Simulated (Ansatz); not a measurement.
# MgZn2S3: the cost of one run

Program: Ansatz 0.2.0. Level of theory: DFT PBE, scalar-relativistic, plane waves, PAW. These are calculated values, not measurements.

1 further run of the same task is left out (set aside as unsound or not needed).

## Step 1: The system as given

The structure is trigonal, space group P31m (No. 157). The conventional cell has a = 6.776 Å, b = 6.776 Å, c = 6.382 Å, α = 90.00°, β = 90.00°, γ = 120.00°. Mg (site symmetry 3) is surrounded by 4 S at 2.44 to 2.47 Å. Zn (site symmetry m) has 4 S at 2.36 to 2.38 Å as nearest neighbours. Zn (site symmetry 3m) has 4 S at 2.34 to 2.38 Å as nearest neighbours. S (site symmetry 3m) has 4 Zn at 2.38 Å as nearest neighbours. S (site symmetry 3) has 3 Zn at 2.38 Å and 1 Mg at 2.47 Å as nearest neighbours. S (site symmetry m) is surrounded by 2 Zn at 2.34 to 2.36 Å and 2 Mg at 2.44 Å.

Structure file:

```
CELL_PARAMETERS angstrom
6.77629 0.00000 0.00000
-3.38815 5.86844 0.00000
0.00000 0.00000 6.38231
ATOMIC_POSITIONS crystal
Mg 0.66667 0.33333 0.99849
Mg 0.33333 0.66667 0.99849
Zn 0.33014 0.00000 0.50021
Zn 0.00000 0.33014 0.50021
Zn 0.66986 0.66986 0.50021
Zn 0.00000 0.00000 0.99958
S 0.00000 0.00000 0.37175
S 0.66667 0.33333 0.38563
S 0.33333 0.66667 0.38563
S 0.32310 0.00000 0.86993
S 0.00000 0.32310 0.86993
S 0.67690 0.67690 0.86993
```

The cell was relaxed beforehand at this level, from a generated guess; it is a trial structure. At a tolerance of 0.02 Å it has space group P31m (No. 157); it has 21.15 Å³/atom, an uncorrected energy of -1.02 eV/atom over the elements.

## Step 2: Electronic structure at the relaxed geometry

input.yaml reads:

```yaml
crystal:
  lattice:
    - [6.7762916135, 0.0, 0.0]
    - [-3.3881458067, 5.8684406807, 0.0]
    - [0.0, 0.0, 6.3823094227]
  atoms:
    - { symbol: Mg, position: [0.6666666667, 0.3333333333, 0.9984923201] }
    - { symbol: Mg, position: [0.3333333333, 0.6666666667, 0.9984923201] }
    - { symbol: Zn, position: [0.3301365176, 0.0, 0.5002122055] }
    - { symbol: Zn, position: [0.0, 0.3301365176, 0.5002122055] }
    - { symbol: Zn, position: [0.6698634824, 0.6698634824, 0.5002122055] }
    - { symbol: Zn, position: [0.0, 0.0, 0.9995767101] }
    - { symbol: S, position: [0.0, 0.0, 0.3717471419] }
    - { symbol: S, position: [0.6666666667, 0.3333333333, 0.385630017] }
    - { symbol: S, position: [0.3333333333, 0.6666666667, 0.385630017] }
    - { symbol: S, position: [0.3230989938, 0.0, 0.8699295991] }
    - { symbol: S, position: [0.0, 0.3230989938, 0.8699295991] }
    - { symbol: S, position: [0.6769010062, 0.6769010062, 0.8699295991] }
basis:
  ecutwfc: 420
kpoints:
  mp_grid: { grid: [6, 6, 4] }
  band_path:
    path:
      - [[0.0, 0.0, 0.0], [0.5, 0.0, 0.0], [0.33333333, 0.33333333, 0.0], [0.0, 0.0, 0.0], [0.0, 0.0, 0.5], [0.5, 0.0, 0.5], [0.33333333, 0.33333333, 0.5], [0.0, 0.0, 0.5]]
      - [[0.5, 0.0, 0.5], [0.5, 0.0, 0.0]]
      - [[0.33333333, 0.33333333, 0.5], [0.33333333, 0.33333333, 0.0], [0.33333333, 0.33333333, -0.5]]
    npoints: 10
hamiltonian:
  xc: pbe
scf:
  occupations: { method: gaussian, width: 0.02 }
  n_extra_bands: 30
output:
  forces: true
  stress: true
  eigenvalues: true
  populations: true
  dos: { projected: true, de: 0.02, nscf_kmesh: { grid: [9, 9, 6] } }
  bader: false
  write_density: true
  write_potential: true
  elf: true
  volumetric_format: npy
```

Launch:

```sh
ansatz run input.yaml --threads 1 --pin off --max-ram 2560MiB --backend cpu --events-out ev --progress --plain --runs-dir out
```

Q: Estimate wall time and peak memory on 1 thread of Arm Neoverse V1, shared host.

About 6.1 min, with a peak of 1.3 GiB.
